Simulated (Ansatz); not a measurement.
# N started on an F site in rocksalt NaF, 16 atoms, charge 0

Which settings matter for this cell? A base run comes first, then runs with one to three settings changed.

All numbers are computed with Ansatz 0.2.0 (PAW, plane waves).

1 further run of the same task is left out (it didn't finish).

## 1. Starting point

16 atoms (1 N, 7 F, 8 Na); a = 6.548 Å, b = 6.548 Å, c = 6.548 Å, α = 60.00°, β = 60.00°, γ = 60.00°. All atoms were shaken off their sites by about 0.07 Å along each axis. Defect site 1: (0.750, 0.250, 0.250).

## 2. PBEsol on the given atoms

File in.yaml:

```yaml
crystal:
  lattice:
    - [0.000000, 4.630000, 4.630000]
    - [4.630000, 0.000000, 4.630000]
    - [4.630000, 4.630000, 0.000000]
  atoms:
    - { symbol: N, position: [0.739478, 0.252576, 0.246536] }
    - { symbol: F, position: [0.250172, 0.766547, 0.735160] }
    - { symbol: F, position: [0.273455, 0.727041, 0.245219] }
    - { symbol: F, position: [0.741933, 0.250730, 0.749486] }
    - { symbol: F, position: [0.218031, 0.269292, 0.747351] }
    - { symbol: F, position: [0.746218, 0.751449, 0.238424] }
    - { symbol: F, position: [0.237083, 0.250894, 0.243757] }
    - { symbol: F, position: [0.744669, 0.763397, 0.750880] }
    - { symbol: Na, position: [0.004433, 0.028852, 0.962810] }
    - { symbol: Na, position: [0.493309, 0.499568, 0.515690] }
    - { symbol: Na, position: [0.001056, 0.986313, 0.509390] }
    - { symbol: Na, position: [0.512129, 0.514174, 0.997148] }
    - { symbol: Na, position: [0.005622, 0.497627, 0.003316] }
    - { symbol: Na, position: [0.497467, 0.000433, 0.483240] }
    - { symbol: Na, position: [0.522594, 0.021164, 0.985242] }
    - { symbol: Na, position: [0.000872, 0.523179, 0.505321] }
kpoints:
  mp_grid: { grid: [2, 2, 2], shift: [0.5, 0.5, 0.5] }
hamiltonian:
  xc: pbesol
scf:
  occupations: { method: fermi_dirac, width: 0.01 }
output:
  forces: true
  eigenvalues: true
  stress: true
  populations: true
```

The run is started by

```sh
ansatz run in.yaml --threads 8 --pin off --max-ram 13300MiB --runs-dir r --events-out ev --progress --plain
```

## 3. Variant: density threshold 1e-12 eV, density cutoff ratio 3

Changes to in.yaml since step 2:

```diff
@@ -24,2 +24,3 @@
   mp_grid: { grid: [2, 2, 2], shift: [0.5, 0.5, 0.5] }
+basis: { ecutrho_ratio: 3 }
 hamiltonian:
@@ -28,2 +29,4 @@
   occupations: { method: fermi_dirac, width: 0.01 }
+  max_iter: 90
+  convergence: { dr2_threshold: 1e-12 }
 output:
@@ -32,2 +35,5 @@
   stress: true
-  populations: true
+  write_density: true
+  write_potential: true
+  elf: true
+  volumetric_format: npy
```

## 4. Variant: dispersion D3(BJ), density cutoff ratio 2

Changes to in.yaml since step 3:

```diff
@@ -24,9 +24,9 @@
   mp_grid: { grid: [2, 2, 2], shift: [0.5, 0.5, 0.5] }
-basis: { ecutrho_ratio: 3 }
+basis: { ecutrho_ratio: 2 }
 hamiltonian:
   xc: pbesol
+  dispersion: d3bj
 scf:
   occupations: { method: fermi_dirac, width: 0.01 }
-  max_iter: 90
-  convergence: { dr2_threshold: 1e-12 }
+  max_iter: 60
 output:
@@ -35,5 +35 @@
   stress: true
-  write_density: true
-  write_potential: true
-  elf: true
-  volumetric_format: npy
```

## 5. Run again with occupations Gaussian

Changes to in.yaml since step 4:

```diff
@@ -24,9 +24,7 @@
   mp_grid: { grid: [2, 2, 2], shift: [0.5, 0.5, 0.5] }
-basis: { ecutrho_ratio: 2 }
 hamiltonian:
   xc: pbesol
-  dispersion: d3bj
 scf:
-  occupations: { method: fermi_dirac, width: 0.01 }
-  max_iter: 60
+  occupations: { method: gaussian, width: 0.01 }
+  max_iter: 70
 output:
```

## 6. Run again with the same settings with a cap on cycles

Changes to in.yaml since step 5:

```diff
@@ -27,4 +27,4 @@
 scf:
-  occupations: { method: gaussian, width: 0.01 }
-  max_iter: 70
+  occupations: { method: fermi_dirac, width: 0.01 }
+  max_iter: 50
 output:
@@ -33 +33,5 @@
   stress: true
+  write_density: true
+  write_potential: true
+  elf: true
+  volumetric_format: npy
```

## 7. Changed settings: at most 6 cycles

Changes to in.yaml since step 6:

```diff
@@ -28,3 +28,3 @@
   occupations: { method: fermi_dirac, width: 0.01 }
-  max_iter: 50
+  max_iter: 6
 output:
@@ -33,5 +33 @@
   stress: true
-  write_density: true
-  write_potential: true
-  elf: true
-  volumetric_format: npy
```

**Question.** What will these runs give? Wanted: for each run, settings; status; energy from base; forces from base.

The runs gave:

| settings | status | cycles | time | energy from base (meV/atom) | forces from base (eV/Å rms) | filled to empty level on the mesh (eV) |
| --- | --- | --- | --- | --- | --- | --- |
| base | converged | 16 | 1.2 s (8 CPU threads) | 0 | 0 | none |
| density threshold 1e-12 eV, density cutoff ratio 3 | converged, settings too loose | 25 | 1.5 s (8 CPU threads) | +0.1 | 0.000 | - |
| dispersion D3(BJ), density cutoff ratio 2 | converged, settings too loose | 18 | 1 s (8 CPU threads) | - | 0.004 | - |
| occupations Gaussian | converged | 21 | 1.1 s (8 CPU threads) | +0.3 | 0.001 | - |
| the same settings with a cap on cycles | converged | 16 | 1.1 s (8 CPU threads) | 0.0 | 0.000 | - |
| at most 6 cycles | not converged | - | 0.7 s (8 CPU threads) | - | - | - |

The base run shows no spacing between filled and empty levels on this coarse mesh with displaced atoms and smearing, so occupations can shift between runs, and part of each change may come from that and not from the setting itself.

**Reading.** Among these variants the forces move most with dispersion D3(BJ), density cutoff ratio 2 (0.004 eV/Å rms). 1 of 5 variants gave no result: at most 6 cycles (not converged).
